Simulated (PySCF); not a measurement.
# AlCl4: levels of theory, part 2 of 3

The task, for AlCl4: compare levels of theory; the runs are relaxation and vibrations and intensities.

PySCF 2.14.0; relaxation, HF, def2-tzvpd, and further levels as typed in the inputs.

### Step 4. Relaxation: relaxation, pbe, def2-tzvpd

The input, run.py:

```python
from pyscf import gto, dft
from pyscf.geomopt.geometric_solver import optimize
mol = gto.M(atom="mol.xyz", basis="def2-tzvpd", charge=-1, verbose=4)
mf = dft.RKS(mol, xc="pbe").density_fit().run(conv_tol=1e-9)
m = optimize(mf, maxsteps=60)
print("optimised structure (A):")
for k in range(m.natm): print(m.atom_symbol(k), *(f"{x:.8f}" for x in m.atom_coords(unit="A")[k]))
```

Started as:

```console
python run.py
```

What it wrote:

```text
[INPUT] num. atoms = 5
[INPUT] num. electrons = 82
[INPUT] charge = -1
[INPUT] spin (= nelec alpha-beta = 2S) = 0
[INPUT] symmetry False subgroup None
[INPUT] Mole.unit = angstrom
[INPUT] Symbol           X                Y                Z      unit          X                Y                Z       unit  Magmom
[INPUT]  1 Al     0.000000000000   0.000000000000   0.000000000000 AA    0.000000000000   0.000000000000   0.000000000000 Bohr   0.0
[INPUT]  2 Cl     1.241300000000   1.241300000000   1.241300000000 AA    2.345717038423   2.345717038423   2.345717038423 Bohr   0.0
[INPUT]  3 Cl    -1.241300000000  -1.241300000000   1.241300000000 AA   -2.345717038423  -2.345717038423   2.345717038423 Bohr   0.0
[INPUT]  4 Cl    -1.241300000000   1.241300000000  -1.241300000000 AA   -2.345717038423   2.345717038423  -2.345717038423 Bohr   0.0
[INPUT]  5 Cl     1.241300000000  -1.241300000000  -1.241300000000 AA    2.345717038423  -2.345717038423  -2.345717038423 Bohr   0.0

nuclear repulsion = 478.932112804121
number of shells = 79
number of NR pGTOs = 357
number of NR cGTOs = 227
basis = def2-tzvpd
ecp = {}

******** <class 'pyscf.df.df_jk.DFRKS'> ********
method = DFRKS
initial guess = minao
damping factor = 0
level_shift factor = 0
DIIS = <class 'pyscf.scf.diis.CDIIS'>
diis_start_cycle = 1
diis_space = 8
diis_damp = 0
SCF conv_tol = 1e-09
SCF conv_tol_grad = None
SCF max_cycles = 50
direct_scf = False
XC library pyscf.dft.libxc version 7.0.0
    S. Lehtola, C. Steigemann, M. J.T. Oliveira, and M. A.L. Marques.,  SoftwareX 7, 1–5 (2018)
XC functionals = pbe
    J. P. Perdew, K. Burke, and M. Ernzerhof.,  Phys. Rev. Lett. 77, 3865 (1996)
    J. P. Perdew, K. Burke, and M. Ernzerhof.,  Phys. Rev. Lett. 78, 1396 (1997)
    J. P. Perdew, K. Burke, and M. Ernzerhof.,  Phys. Rev. Lett. 77, 3865 (1996)
    J. P. Perdew, K. Burke, and M. Ernzerhof.,  Phys. Rev. Lett. 78, 1396 (1997)
radial grids:
    Treutler-Ahlrichs [JCP 102, 346 (1995); DOI:10.1063/1.469408] (M4) radial grids

becke partition: Becke, JCP 88, 2547 (1988); DOI:10.1063/1.454033
pruning grids: <function nwchem_prune at 0x79ff0237dbc0>
grids dens level: 3
symmetrized grids: False
atomic radii adjust function: <function treutler_atomic_radii_adjust at 0x79ff0237e8e0>
small_rho_cutoff = 0
Set gradient conv threshold to 3.16228e-05
Initial guess from minao.
tot grids = 94704
init E= -2082.88534401257
  HOMO = -0.337226155623425  LUMO = -0.0573795130032728  gap/eV = 7.61502
cycle= 1 E= -2082.72956289749  delta_E= 0.156  |g|= 0.498  |ddm|= 2.05
  HOMO = -0.0474347454212968  LUMO = 0.111862487207584  gap/eV = 4.33470
cycle= 2 E= -2082.70547588156  delta_E= 0.0241  |g|= 0.651  |ddm|= 1.25
  HOMO = -0.108113549219844  LUMO = 0.0994414499099072  gap/eV = 5.64786
cycle= 3 E= -2082.80175528531  delta_E= -0.0963  |g|= 0.0518  |ddm|= 0.624
  HOMO = -0.112942770054092  LUMO = 0.0971869572165325  gap/eV = 5.71792
cycle= 4 E= -2082.80191338769  delta_E= -0.000158  |g|= 0.0337  |ddm|= 0.047
  HOMO = -0.112235933053408  LUMO = 0.0975155593176567  gap/eV = 5.70763
cycle= 5 E= -2082.80223296205  delta_E= -0.00032  |g|= 0.00416  |ddm|= 0.0274
  HOMO = -0.112656201777787  LUMO = 0.0972554754076604  gap/eV = 5.71199
cycle= 6 E= -2082.80223729509  delta_E= -4.33e-06  |g|= 0.000568  |ddm|= 0.00387
  HOMO = -0.112664612183415  LUMO = 0.0972124021295073  gap/eV = 5.71104
cycle= 7 E= -2082.8022373222  delta_E= -2.71e-08  |g|= 3.9e-05  |ddm|= 0.000405
  HOMO = -0.112667001644094  LUMO = 0.0972081659766353  gap/eV = 5.71099
cycle= 8 E= -2082.80223732263  delta_E= -4.35e-10  |g|= 7.94e-06  |ddm|= 5.67e-05
  HOMO = -0.112669321562438  LUMO = 0.0972065912982423  gap/eV = 5.71101
Extra cycle  E= -2082.80223732262  delta_E= 1.36e-11  |g|= 1.29e-05  |ddm|= 2.3e-05
converged SCF energy = -2082.80223732262
Create scanner for <class 'pyscf.df.grad.rks.Gradients'>
Create scanner for <class 'pyscf.df.df_jk.DFRKS'>

Geometry optimization cycle 1
Cartesian coordinates (Angstrom)
 Atom        New coordinates             dX        dY        dZ
  Al   0.000000   0.000000   0.000000    0.000000  0.000000  0.000000
  Cl   1.241300   1.241300   1.241300    0.000000  0.000000  0.000000
  Cl  -1.241300  -1.241300   1.241300    0.000000  0.000000  0.000000
  Cl  -1.241300   1.241300  -1.241300    0.000000  0.000000  0.000000
  Cl   1.241300  -1.241300  -1.241300    0.000000  0.000000  0.000000

WARN: Mole.unit (angstrom) is changed to Bohr

New geometry
   1 Al     0.000000000000   0.000000000000   0.000000000000 AA    0.000000000000   0.000000000000   0.000000000000 Bohr
   2 Cl     1.241300000000   1.241300000000   1.241300000000 AA    2.345717038423   2.345717038423   2.345717038423 Bohr
   3 Cl    -1.241300000000  -1.241300000000   1.241300000000 AA   -2.345717038423  -2.345717038423   2.345717038423 Bohr
   4 Cl    -1.241300000000   1.241300000000  -1.241300000000 AA   -2.345717038423   2.345717038423  -2.345717038423 Bohr
   5 Cl     1.241300000000  -1.241300000000  -1.241300000000 AA    2.345717038423  -2.345717038423  -2.345717038423 Bohr

******** <class 'pyscf.scf.hf.DFRKS_Scanner'> ********
method = DFRKS_Scanner
initial guess = minao
damping factor = 0
level_shift factor = 0
DIIS = <class 'pyscf.scf.diis.CDIIS'>
diis_start_cycle = 1
diis_space = 8
diis_damp = 0
SCF conv_tol = 1e-09
SCF conv_tol_grad = None
SCF max_cycles = 50
direct_scf = False
XC library pyscf.dft.libxc version 7.0.0
    S. Lehtola, C. Steigemann, M. J.T. Oliveira, and M. A.L. Marques.,  SoftwareX 7, 1–5 (2018)
XC functionals = pbe
    J. P. Perdew, K. Burke, and M. Ernzerhof.,  Phys. Rev. Lett. 77, 3865 (1996)
    J. P. Perdew, K. Burke, and M. Ernzerhof.,  Phys. Rev. Lett. 78, 1396 (1997)
    J. P. Perdew, K. Burke, and M. Ernzerhof.,  Phys. Rev. Lett. 77, 3865 (1996)
    J. P. Perdew, K. Burke, and M. Ernzerhof.,  Phys. Rev. Lett. 78, 1396 (1997)
radial grids:
    Treutler-Ahlrichs [JCP 102, 346 (1995); DOI:10.1063/1.469408] (M4) radial grids

becke partition: Becke, JCP 88, 2547 (1988); DOI:10.1063/1.454033
pruning grids: <function nwchem_prune at 0x79ff0237dbc0>
grids dens level: 3
symmetrized grids: False
atomic radii adjust function: <function treutler_atomic_radii_adjust at 0x79ff0237e8e0>
small_rho_cutoff = 0
Set gradient conv threshold to 3.16228e-05
tot grids = 94704
init E= -2082.80223732262
  HOMO = -0.112667372380364  LUMO = 0.0972073829282785  gap/eV = 5.71098
cycle= 1 E= -2082.80223732251  delta_E= 1.13e-10  |g|= 2.36e-05  |ddm|= 3e-05
  HOMO = -0.112669840662621  LUMO = 0.09720622839885  gap/eV = 5.71102
Extra cycle  E= -2082.80223732212  delta_E= 3.86e-10  |g|= 4.39e-05  |ddm|= 5.16e-05
converged SCF energy = -2082.80223732212

******** <class 'pyscf.grad.rhf.Gradients_Scanner'> for <class 'pyscf.scf.hf.DFRKS_Scanner'> ********
unit = Eh/Bohr
grid_response = False
--------------- DFRKS_Scanner gradients ---------------
         x                y                z
0 Al     0.0000000000     0.0000000000     0.0000000000
1 Cl    -0.0037949401    -0.0037949401    -0.0037949401
2 Cl     0.0037949401     0.0037949401    -0.0037949401
3 Cl     0.0037949401    -0.0037949401     0.0037949401
4 Cl    -0.0037949401     0.0037949401     0.0037949401
----------------------------------------------
cycle 1: E = -2082.80223732  dE = -2082.8  norm(grad) = 0.0131461

Geometry optimization cycle 2
Cartesian coordinates (Angstrom)
 Atom        New coordinates             dX        dY        dZ
  Al   0.000000   0.000000   0.000000    0.000000  0.000000  0.000000
  Cl   1.250494   1.250494   1.250494    0.009194  0.009194  0.009194
  Cl  -1.250494  -1.250494   1.250494   -0.009194 -0.009194  0.009194
  Cl  -1.250494   1.250494  -1.250494   -0.009194  0.009194 -0.009194
  Cl   1.250494  -1.250494  -1.250494    0.009194 -0.009194 -0.009194
New geometry
   1 Al     0.000000000001   0.000000000004   0.000000000004 AA    0.000000000001   0.000000000008   0.000000000008 Bohr
   2 Cl     1.250494350794   1.250494350803   1.250494350794 AA    2.363091843317   2.363091843333   2.363091843316 Bohr
   3 Cl    -1.250494350789  -1.250494350792   1.250494350799 AA   -2.363091843307  -2.363091843313   2.363091843326 Bohr
   4 Cl    -1.250494350794   1.250494350795  -1.250494350790 AA   -2.363091843316   2.363091843318  -2.363091843310 Bohr
   5 Cl     1.250494350794  -1.250494350786  -1.250494350791 AA    2.363091843316  -2.363091843302  -2.363091843311 Bohr

******** <class 'pyscf.scf.hf.DFRKS_Scanner'> ********
method = DFRKS_Scanner
initial guess = minao
damping factor = 0
level_shift factor = 0
DIIS = <class 'pyscf.scf.diis.CDIIS'>
diis_start_cycle = 1
diis_space = 8
diis_damp = 0
SCF conv_tol = 1e-09
SCF conv_tol_grad = None
SCF max_cycles = 50
direct_scf = False
XC library pyscf.dft.libxc version 7.0.0
    S. Lehtola, C. Steigemann, M. J.T. Oliveira, and M. A.L. Marques.,  SoftwareX 7, 1–5 (2018)
XC functionals = pbe
    J. P. Perdew, K. Burke, and M. Ernzerhof.,  Phys. Rev. Lett. 77, 3865 (1996)
    J. P. Perdew, K. Burke, and M. Ernzerhof.,  Phys. Rev. Lett. 78, 1396 (1997)
    J. P. Perdew, K. Burke, and M. Ernzerhof.,  Phys. Rev. Lett. 77, 3865 (1996)
    J. P. Perdew, K. Burke, and M. Ernzerhof.,  Phys. Rev. Lett. 78, 1396 (1997)
radial grids:
    Treutler-Ahlrichs [JCP 102, 346 (1995); DOI:10.1063/1.469408] (M4) radial grids

becke partition: Becke, JCP 88, 2547 (1988); DOI:10.1063/1.454033
pruning grids: <function nwchem_prune at 0x79ff0237dbc0>
grids dens level: 3
symmetrized grids: False
atomic radii adjust function: <function treutler_atomic_radii_adjust at 0x79ff0237e8e0>
small_rho_cutoff = 0
Set gradient conv threshold to 3.16228e-05
tot grids = 94704
init E= -2082.79195281201
  HOMO = -0.119402819720098  LUMO = 0.0922397609667982  gap/eV = 5.75909
cycle= 1 E= -2082.802620911  delta_E= -0.0107  |g|= 0.021  |ddm|= 0.0358
  HOMO = -0.111249397649118  LUMO = 0.0968344796889902  gap/eV = 5.66225
cycle= 2 E= -2082.80237663964  delta_E= 0.000244  |g|= 0.0359  |ddm|= 0.0422
  HOMO = -0.113123681829603  LUMO = 0.0960207701471631  gap/eV = 5.69111
cycle= 3 E= -2082.80275600447  delta_E= -0.000379  |g|= 0.00419  |ddm|= 0.027
  HOMO = -0.11349992542038  LUMO = 0.0959319594755463  gap/eV = 5.69893
cycle= 4 E= -2082.80275940207  delta_E= -3.4e-06  |g|= 0.000746  |ddm|= 0.0042
  HOMO = -0.113512195294227  LUMO = 0.0959097389064851  gap/eV = 5.69866
cycle= 5 E= -2082.80275948515  delta_E= -8.31e-08  |g|= 0.000109  |ddm|= 0.00053
  HOMO = -0.113534813393112  LUMO = 0.0958992752599599  gap/eV = 5.69899
cycle= 6 E= -2082.80275948826  delta_E= -3.11e-09  |g|= 1.51e-05  |ddm|= 0.000134
  HOMO = -0.113534159743983  LUMO = 0.0958986541509077  gap/eV = 5.69896
cycle= 7 E= -2082.80275948827  delta_E= -1.09e-11  |g|= 1.01e-06  |ddm|= 1.34e-05
  HOMO = -0.11353448287894  LUMO = 0.0958984500065725  gap/eV = 5.69896
Extra cycle  E= -2082.80275948828  delta_E= -1.5e-11  |g|= 1.26e-06  |ddm|= 2.41e-06
converged SCF energy = -2082.80275948828

******** <class 'pyscf.grad.rhf.Gradients_Scanner'> for <class 'pyscf.scf.hf.DFRKS_Scanner'> ********
unit = Eh/Bohr
grid_response = False
--------------- DFRKS_Scanner gradients ---------------
         x                y                z
0 Al    -0.0000000000    -0.0000000000    -0.0000000000
1 Cl    -0.0011664011    -0.0011664011    -0.0011664011
2 Cl     0.0011664011     0.0011664011    -0.0011664011
3 Cl     0.0011664011    -0.0011664011     0.0011664011
4 Cl    -0.0011664011     0.0011664011     0.0011664011
----------------------------------------------
cycle 2: E = -2082.80275949  dE = -0.000522166  norm(grad) = 0.00404053

Geometry optimization cycle 3
Cartesian coordinates (Angstrom)
 Atom        New coordinates             dX        dY        dZ
  Al  -0.000000   0.000000   0.000000   -0.000000 -0.000000 -0.000000
  Cl   1.254574   1.254574   1.254574    0.004080  0.004080  0.004080
  Cl  -1.254574  -1.254574   1.254574   -0.004080 -0.004080  0.004080
  Cl  -1.254574   1.254574  -1.254574   -0.004080  0.004080 -0.004080
  Cl   1.254574  -1.254574  -1.254574    0.004080 -0.004080 -0.004080
New geometry
   1 Al    -0.000000000002   0.000000000003   0.000000000001 AA   -0.000000000005   0.000000000006   0.000000000002 Bohr
   2 Cl     1.254574298196   1.254574298214   1.254574298195 AA    2.370801826509   2.370801826543   2.370801826507 Bohr
   3 Cl    -1.254574298199  -1.254574298200   1.254574298205 AA   -2.370801826515  -2.370801826517   2.370801826526 Bohr
   4 Cl    -1.254574298207   1.254574298201  -1.254574298198 AA   -2.370801826531   2.370801826517  -2.370801826513 Bohr
   5 Cl     1.254574298200  -1.254574298199  -1.254574298198 AA    2.370801826516  -2.370801826514  -2.370801826513 Bohr

******** <class 'pyscf.scf.hf.DFRKS_Scanner'> ********
method = DFRKS_Scanner
initial guess = minao
damping factor = 0
level_shift factor = 0
DIIS = <class 'pyscf.scf.diis.CDIIS'>
diis_start_cycle = 1
diis_space = 8
diis_damp = 0
SCF conv_tol = 1e-09
SCF conv_tol_grad = None
SCF max_cycles = 50
direct_scf = False
XC library pyscf.dft.libxc version 7.0.0
    S. Lehtola, C. Steigemann, M. J.T. Oliveira, and M. A.L. Marques.,  SoftwareX 7, 1–5 (2018)
XC functionals = pbe
    J. P. Perdew, K. Burke, and M. Ernzerhof.,  Phys. Rev. Lett. 77, 3865 (1996)
    J. P. Perdew, K. Burke, and M. Ernzerhof.,  Phys. Rev. Lett. 78, 1396 (1997)
    J. P. Perdew, K. Burke, and M. Ernzerhof.,  Phys. Rev. Lett. 77, 3865 (1996)
    J. P. Perdew, K. Burke, and M. Ernzerhof.,  Phys. Rev. Lett. 78, 1396 (1997)
radial grids:
    Treutler-Ahlrichs [JCP 102, 346 (1995); DOI:10.1063/1.469408] (M4) radial grids

becke partition: Becke, JCP 88, 2547 (1988); DOI:10.1063/1.454033
pruning grids: <function nwchem_prune at 0x79ff0237dbc0>
grids dens level: 3
symmetrized grids: False
atomic radii adjust function: <function treutler_atomic_radii_adjust at 0x79ff0237e8e0>
small_rho_cutoff = 0
Set gradient conv threshold to 3.16228e-05
tot grids = 94704
init E= -2082.79799975713
  HOMO = -0.116529752649035  LUMO = 0.0936063605725543  gap/eV = 5.71809
cycle= 1 E= -2082.80279169071  delta_E= -0.00479  |g|= 0.00944  |ddm|= 0.0157
  HOMO = -0.112888767059244  LUMO = 0.0957003657021289  gap/eV = 5.67600
cycle= 2 E= -2082.802741616  delta_E= 5.01e-05  |g|= 0.0162  |ddm|= 0.0191
  HOMO = -0.113721985515157  LUMO = 0.0953129568964428  gap/eV = 5.68813
cycle= 3 E= -2082.80281908288  delta_E= -7.75e-05  |g|= 0.00188  |ddm|= 0.0122
  HOMO = -0.113893495897433  LUMO = 0.0952715101273327  gap/eV = 5.69167
cycle= 4 E= -2082.80281977291  delta_E= -6.9e-07  |g|= 0.000324  |ddm|= 0.00187
  HOMO = -0.113901086014393  LUMO = 0.0952608466962523  gap/eV = 5.69159
cycle= 5 E= -2082.80281978868  delta_E= -1.58e-08  |g|= 4.72e-05  |ddm|= 0.000227
  HOMO = -0.113911020158268  LUMO = 0.0952561759367931  gap/eV = 5.69173
cycle= 6 E= -2082.80281978926  delta_E= -5.83e-10  |g|= 6.78e-06  |ddm|= 5.83e-05
  HOMO = -0.113910222208244  LUMO = 0.0952560152342237  gap/eV = 5.69170
Extra cycle  E= -2082.80281978927  delta_E= -9.55e-12  |g|= 6.05e-06  |ddm|= 1.02e-05
converged SCF energy = -2082.80281978927

******** <class 'pyscf.grad.rhf.Gradients_Scanner'> for <class 'pyscf.scf.hf.DFRKS_Scanner'> ********
unit = Eh/Bohr
grid_response = False
--------------- DFRKS_Scanner gradients ---------------
         x                y                z
0 Al     0.0000000000    -0.0000000000    -0.0000000000
1 Cl    -0.0000560108    -0.0000560108    -0.0000560108
2 Cl     0.0000560108     0.0000560108    -0.0000560108
3 Cl     0.0000560108    -0.0000560108     0.0000560108
4 Cl    -0.0000560108     0.0000560108     0.0000560108
----------------------------------------------
cycle 3: E = -2082.80281979  dE = -6.0301e-05  norm(grad) = 0.000194027

Geometry optimization cycle 4
Cartesian coordinates (Angstrom)
 Atom        New coordinates             dX        dY        dZ
  Al  -0.000000   0.000000  -0.000000   -0.000000  0.000000 -0.000000
  Cl   1.254780   1.254780   1.254780    0.000206  0.000206  0.000206
  Cl  -1.254780  -1.254780   1.254780   -0.000206 -0.000206  0.000206
  Cl  -1.254780   1.254780  -1.254780   -0.000206  0.000206 -0.000206
  Cl   1.254780  -1.254780  -1.254780    0.000206 -0.000206 -0.000206
New geometry
   1 Al    -0.000000000003   0.000000000007  -0.000000000001 AA   -0.000000000005   0.000000000012  -0.000000000003 Bohr
   2 Cl     1.254780100821   1.254780100841   1.254780100819 AA    2.371190737105   2.371190737143   2.371190737102 Bohr
   3 Cl    -1.254780100821  -1.254780100822   1.254780100829 AA   -2.371190737105  -2.371190737107   2.371190737121 Bohr
   4 Cl    -1.254780100834   1.254780100827  -1.254780100826 AA   -2.371190737130   2.371190737118  -2.371190737115 Bohr
   5 Cl     1.254780100822  -1.254780100819  -1.254780100828 AA    2.371190737107  -2.371190737103  -2.371190737119 Bohr

******** <class 'pyscf.scf.hf.DFRKS_Scanner'> ********
method = DFRKS_Scanner
initial guess = minao
damping factor = 0
level_shift factor = 0
DIIS = <class 'pyscf.scf.diis.CDIIS'>
diis_start_cycle = 1
diis_space = 8
diis_damp = 0
SCF conv_tol = 1e-09
SCF conv_tol_grad = None
SCF max_cycles = 50
direct_scf = False
XC library pyscf.dft.libxc version 7.0.0
    S. Lehtola, C. Steigemann, M. J.T. Oliveira, and M. A.L. Marques.,  SoftwareX 7, 1–5 (2018)
XC functionals = pbe
    J. P. Perdew, K. Burke, and M. Ernzerhof.,  Phys. Rev. Lett. 77, 3865 (1996)
    J. P. Perdew, K. Burke, and M. Ernzerhof.,  Phys. Rev. Lett. 78, 1396 (1997)
    J. P. Perdew, K. Burke, and M. Ernzerhof.,  Phys. Rev. Lett. 77, 3865 (1996)
    J. P. Perdew, K. Burke, and M. Ernzerhof.,  Phys. Rev. Lett. 78, 1396 (1997)
radial grids:
    Treutler-Ahlrichs [JCP 102, 346 (1995); DOI:10.1063/1.469408] (M4) radial grids

becke partition: Becke, JCP 88, 2547 (1988); DOI:10.1063/1.454033
pruning grids: <function nwchem_prune at 0x79ff0237dbc0>
grids dens level: 3
symmetrized grids: False
atomic radii adjust function: <function treutler_atomic_radii_adjust at 0x79ff0237e8e0>
small_rho_cutoff = 0
Set gradient conv threshold to 3.16228e-05
tot grids = 94704
init E= -2082.80257637908
  HOMO = -0.114062489520503  LUMO = 0.0951390340577909  gap/eV = 5.69266
cycle= 1 E= -2082.80282005671  delta_E= -0.000244  |g|= 0.00048  |ddm|= 0.000795
  HOMO = -0.113877220605427  LUMO = 0.0952452824432619  gap/eV = 5.69051
cycle= 2 E= -2082.80281992747  delta_E= 1.29e-07  |g|= 0.000824  |ddm|= 0.000975
  HOMO = -0.113919909041401  LUMO = 0.0952252607907305  gap/eV = 5.69113
cycle= 3 E= -2082.80282012766  delta_E= -2e-07  |g|= 9.6e-05  |ddm|= 0.000623
  HOMO = -0.113928684978795  LUMO = 0.0952231398306651  gap/eV = 5.69131
cycle= 4 E= -2082.8028201295  delta_E= -1.83e-09  |g|= 1.61e-05  |ddm|= 9.55e-05
  HOMO = -0.113929190585242  LUMO = 0.0952225615605045  gap/eV = 5.69131
cycle= 5 E= -2082.80282012954  delta_E= -3.91e-11  |g|= 2.33e-06  |ddm|= 1.11e-05
  HOMO = -0.113929993133575  LUMO = 0.0952222316501583  gap/eV = 5.69132
Extra cycle  E= -2082.80282012954  delta_E= -5.46e-12  |g|= 2.93e-06  |ddm|= 5.42e-06
converged SCF energy = -2082.80282012954

******** <class 'pyscf.grad.rhf.Gradients_Scanner'> for <class 'pyscf.scf.hf.DFRKS_Scanner'> ********
unit = Eh/Bohr
grid_response = False
--------------- DFRKS_Scanner gradients ---------------
         x                y                z
0 Al    -0.0000000000    -0.0000000000     0.0000000000
1 Cl    -0.0000010726    -0.0000010726    -0.0000010726
2 Cl     0.0000010726     0.0000010726    -0.0000010726
3 Cl     0.0000010726    -0.0000010726     0.0000010726
4 Cl    -0.0000010726     0.0000010726     0.0000010726
----------------------------------------------
cycle 4: E = -2082.80282013  dE = -3.40275e-07  norm(grad) = 3.71572e-06
optimised structure (A):
Al -0.00000000 0.00000000 -0.00000000
Cl 1.25478010 1.25478010 1.25478010
Cl -1.25478010 -1.25478010 1.25478010
Cl -1.25478010 1.25478010 -1.25478010
Cl 1.25478010 -1.25478010 -1.25478010
```

It took 38 s on 4 threads of Intel Xeon Platinum 8488C (Sapphire Rapids), shared host.

[end of part 2 of 3]
